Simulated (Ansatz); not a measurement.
**Cl3FH2Si2: up Jacob's ladder to CCSD(T)**

The task here is to estimate one member of a computed series from the others.

The runs use Ansatz 0.2.0, Gaussian basis; functionals in def2-TZVPP, the program's frozen cores in correlated methods.

Plan: LDA (SPW92), PBE-D4, revPBE-D4, BLYP-D4, r2SCAN-D4, B97M-V, PBE0-D4, B3LYP-D4, r2SCANh-D4, r2SCAN0-D4, HSE06-D4, BHLYP-D4, CAM-B3LYP-D4, LC-ωPBE, ωB97X-V, ωB97M-V, B2PLYP, PBE-QIDH; CCSD(T)/def2-SVP; CCSD(T)/def2-TZVPP; MP2/def2-QZVPP; extrapolation to the limit; RPA on PBE.

**The geometry**

All runs share one geometry, relaxed beforehand with PBE0-D4 in a triple-zeta def2 set.

8 atoms, charge 0, spin multiplicity 1.

Atoms are counted from 1 here; the program's logs count them from 0.

Bond lengths: F1–Si2 1.599 Å, Si2–Si3 2.339 Å, Si2–H7 1.483 Å, Si2–H8 1.483 Å, Si3–Cl4 2.039 Å, Si3–Cl5 2.044 Å, Si3–Cl6 2.039 Å. Angles: F1–Si2–Si3 109.3°, F1–Si2–H7 108.9°, F1–Si2–H8 108.9°, Si3–Si2–H7 109.4°, Si3–Si2–H8 109.4°, H7–Si2–H8 111.0°, Si2–Si3–Cl4 111.6°, Si2–Si3–Cl5 107.4°, Si2–Si3–Cl6 111.5°, Cl4–Si3–Cl5 108.8°, Cl4–Si3–Cl6 108.6°, Cl5–Si3–Cl6 108.8°.

Set-up of the first run:

in.yaml reads:

```yaml
crystal:
  periodic: [false, false, false]
  atoms:
    - {symbol: F, position_ang: [-0.590307, -1.454846, 1.710229]}
    - {symbol: Si, position_ang: [0.445241, -1.019822, 0.571740]}
    - {symbol: Si, position_ang: [-0.361585, 0.883886, -0.522455]}
    - {symbol: Cl, position_ang: [-2.161609, 0.530219, -1.412206]}
    - {symbol: Cl, position_ang: [0.998663, 1.384359, -1.963704]}
    - {symbol: Cl, position_ang: [-0.566941, 2.454752, 0.760931]}
    - {symbol: H, position_ang: [1.749749, -0.707575, 1.203638]}
    - {symbol: H, position_ang: [0.578889, -2.128073, -0.404174]}
basis:
  gaussian: {orbitals: def2-TZVPP}
hamiltonian: {xc: lda}
output: {orbitals: {seedname: orbitals}}
```

Run with:

```sh
> ansatz run in.yaml --threads 4 --pin off --events-out ev --progress --plain --max-ram 10444MiB
```

Among the steps run: LDA; PBE-D4 (GGA); revPBE-D4 (GGA); BLYP-D4 (GGA); r2SCAN-D4 (meta-GGA); B97M-V (meta-GGA); PBE0-D4 (hybrid); B3LYP-D4 (hybrid); r2SCANh-D4 (hybrid); r2SCAN0-D4 (hybrid); HSE06-D4 (hybrid); BHLYP-D4 (hybrid); CAM-B3LYP-D4 (range-separated); LC-ωPBE (range-separated); ωB97X-V (range-separated); ωB97M-V (range-separated); B2PLYP (double hybrid); PBE-QIDH (double hybrid).

One of the session's tables, all rows but one given; the rest of the session is left out.

It belongs to the step «Orbital energies across the functionals». 

```
  functional  HOMO (eV)  gap (eV)
 LDA (SPW92)      -7.48      5.10
      PBE-D4      -7.37      5.26
   revPBE-D4      -7.32      5.33
     BLYP-D4      -7.24      5.34
   r2SCAN-D4      -7.68      5.84
      B97M-V      -7.77      5.81
     PBE0-D4      -8.61      7.34
    B3LYP-D4      -8.40      6.99
  r2SCANh-D4      -8.13      6.58
  r2SCAN0-D4      -8.81      7.69
    HSE06-D4          ?         ?
    BHLYP-D4      -9.76      9.48
CAM-B3LYP-D4      -9.91      9.74
     LC-ωPBE     -11.19     12.13
     ωB97X-V     -10.87     11.71
     ωB97M-V     -10.62     11.20
```

Q: Estimate the row for HSE06-D4 from the others.

The run gave: HOMO (eV): -8.21; gap (eV): 6.57. In the column «HOMO (eV)» it lies between B3LYP-D4 (-8.40) and r2SCANh-D4 (-8.13).
